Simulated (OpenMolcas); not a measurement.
# Os⁴⁺ among point charges: CASSCF and CASPT2 levels and susceptibility

Aim: the splitting of the states of Os⁴⁺ in the field of 3 point charges, its lowest levels with spin-orbit coupling and its magnetic susceptibility.

Method: state-averaged CASSCF and CASPT2, spin-orbit coupling by RASSI with atomic mean-field integrals. Code: OpenMolcas 26.06.

## (1) Starting point

* Species: Os⁴⁺ (osmium, Z = 76, 72 electrons)
* Basis: ANO-RCC-VDZP [7s6p4d2f1g], 68 functions
* Scalar Hamiltonian: DKH2, point nucleus
* Inactive shells: 1s 2s 2p 3s 3p 3d 4s 4p 4d 4f 5s 5p
* Active space: 4 electrons in 5 orbitals (5d)
* Some configurations of this space: 5d⁴
* Orbitals: optimised for each spin and parity, averaged over all roots

Outer shells as boxes (Hund's rule):

5d4
```
5d [↑ ][↑ ][↑ ][↑ ][  ]
```

The ion sits among 3 point charges of -2 e arranged as a planar triangle (D3h), 1.89 Å from the ion.

The work runs as a chain of OpenMolcas steps in one folder; each step below is one input file. Labels, J, g values, rates, χT and fits are worked out afterwards by a script from the matrices that RASSI stores.

## (2) Basis and integrals

Contents of a.inp:

```
&GATEWAY
Coord
1

Os 0.0 0.0 0.0
Basis=ANO-RCC-VDZP
Group=NoSym
NoMove
AngMom=0.0 0.0 0.0
AMFI
XField
3 Angstrom 0
1.890000 0.000000 0.000000 -2.000000
-0.945000 1.636788 0.000000 -2.000000
-0.945000 -1.636788 0.000000 -2.000000
&SEWARD
```

The run is started by

```sh
OMP_NUM_THREADS=1 MOLCAS_MEM=1689 MOLCAS_PROJECT=a pymolcas a.inp > a.log
```

## (3) CASSCF: quintets, 5 roots

Contents of a.inp:

```
&RASSCF
FileOrb=start.orb
Symmetry=1
Spin=5
nActEl=4 0 0
Inactive=34
Ras2=5
CIRoot=5 5 1
SDav=5
CIMx=300
Iter=120 100
PrWF=0.3
OrbListing=Nothing
MaxOrb=0
>>> COPY $Project.JobIph JOB001
```

start.orb holds the contracted functions of the basis, ordered by shell, or the orbitals of the step before.

## (4) CASSCF: triplets, 45 roots

Contents of a.inp:

```
&RASSCF
FileOrb=start.orb
Symmetry=1
Spin=3
nActEl=4 0 0
Inactive=34
Ras2=5
CIRoot=45 45 1
SDav=45
CIMx=300
Iter=120 100
PrWF=0.3
OrbListing=Nothing
MaxOrb=0
>>> COPY $Project.JobIph JOB002
```

## (5) Reference wave functions, singlets, 50 roots

Contents of a.inp:

```
&RASSCF
FileOrb=start.orb
Symmetry=1
Spin=1
nActEl=4 0 0
Inactive=34
Ras2=5
CIRoot=50 50 1
SDav=50
CIMx=300
Iter=120 100
PrWF=0.3
OrbListing=Nothing
MaxOrb=0
>>> COPY $Project.JobIph JOB003
```

## (6) State interaction with spin-orbit coupling

Contents of a.inp:

```
&RASSI
NrOfJobIphs=3 5 45 50
1 2 3 4 5
1 2 3 4 5 6 7 8 9 10 11 12 13 14 15 16 17 18 19 20 21 22 23 24 25 26 27
28 29 30 31 32 33 34 35 36 37 38 39 40 41 42 43 44 45
1 2 3 4 5 6 7 8 9 10 11 12 13 14 15 16 17 18 19 20 21 22 23 24 25 26 27
28 29 30 31 32 33 34 35 36 37 38 39 40 41 42 43 44 45 46 47 48 49 50
IphNames
JOB001
JOB002
JOB003
EJob
SpinOrbit
DIPRint=1.0
SOCoupling=1000.0
Subsets=2
Property=9
'ANGMOM' 1 'ANGMOM' 2 'ANGMOM' 3 'MLTPL  1' 1 'MLTPL  1' 2 'MLTPL  1' 3
'AMFI' 1 'AMFI' 2 'AMFI' 3
SOProperty=3
'ANGMOM' 1 'ANGMOM' 2 'ANGMOM' 3
```

## (7) CASPT2: IPEA 0.25, imaginary shift 0.1 (closed shells correlated: 4f 5s 5p)

Contents of a.inp:

```
>>> COPY JOB001 $Project.JobIph
&CASPT2
Multistate=5 1 2 3 4 5
NoMult
Frozen=23
IPEA=0.25
Imaginary=0.1
MaxIter=60
WThr=0.0 0.3 0.05
PrWF=0.5
NoMix
>>> COPY JOB002 $Project.JobIph
&CASPT2
Multistate=45 1 2 3 4 5 6 7 8 9 10 11 12 13 14 15 16 17 18 19 20 21 22
23 24 25 26 27 28 29 30 31 32 33 34 35 36 37 38 39 40 41 42 43 44 45
NoMult
Frozen=23
IPEA=0.25
Imaginary=0.1
MaxIter=60
WThr=0.0 0.3 0.05
PrWF=0.5
NoMix
>>> COPY JOB003 $Project.JobIph
&CASPT2
Multistate=50 1 2 3 4 5 6 7 8 9 10 11 12 13 14 15 16 17 18 19 20 21 22
23 24 25 26 27 28 29 30 31 32 33 34 35 36 37 38 39 40 41 42 43 44 45 46
47 48 49 50
NoMult
Frozen=23
IPEA=0.25
Imaginary=0.1
MaxIter=60
WThr=0.0 0.3 0.05
PrWF=0.5
NoMix
```

(Steps that only read results are left out.)

**Question.** What will these runs give? Wanted: spin-free ground state; first state of the same spin within the active space; lowest level; next level.

The runs gave:

```
                                            quantity                                                                           value
                                              method  SS-CASPT2, IPEA 0.25, imaginary shift 0.1 (closed shells correlated: 4f 5s 5p)
                              spin-free ground state                                                  5E, 2-fold in its orbital part
first state of the same spin within the active space                                                                5E at 17500 cm⁻¹
                                        lowest level                                                                       1-fold A1
                                          next level                                                                     1583.1 cm⁻¹
                                         χT at 300 K                                                                  0.18 cm³ K/mol
                           effective moment at 300 K                                                                         1.18 μB
```

Cost by method:

```tsv
method	time of its own steps	time with the reference
A. CASSCF	25 s	25 s
B. SS-CASPT2, IPEA 0.25, imaginary shift 0.1, +4f 5s 5p	32 s	57 s
```

Times are of one thread on a shared host.

**Reading.** The spin-free ground state (5E) comes to 100 % from free-ion D terms and keeps the highest spin of the shell. χT at 300 K is 0.18, against 3.01 cm³ K/mol for the spin alone, so spin-orbit coupling lowers it. An active space of the d shell alone favours high spin; real ions in strong fields can be low spin. CASPT2 does not keep the components of a term degenerate, and the means are used. The field of point charges can differ much from that of real complexes. With metal d orbitals alone active, the gaps between spin states are rough; where two lie within a few thousand cm-1, their order is open. This is an electrostatic model: the charges have no orbitals.
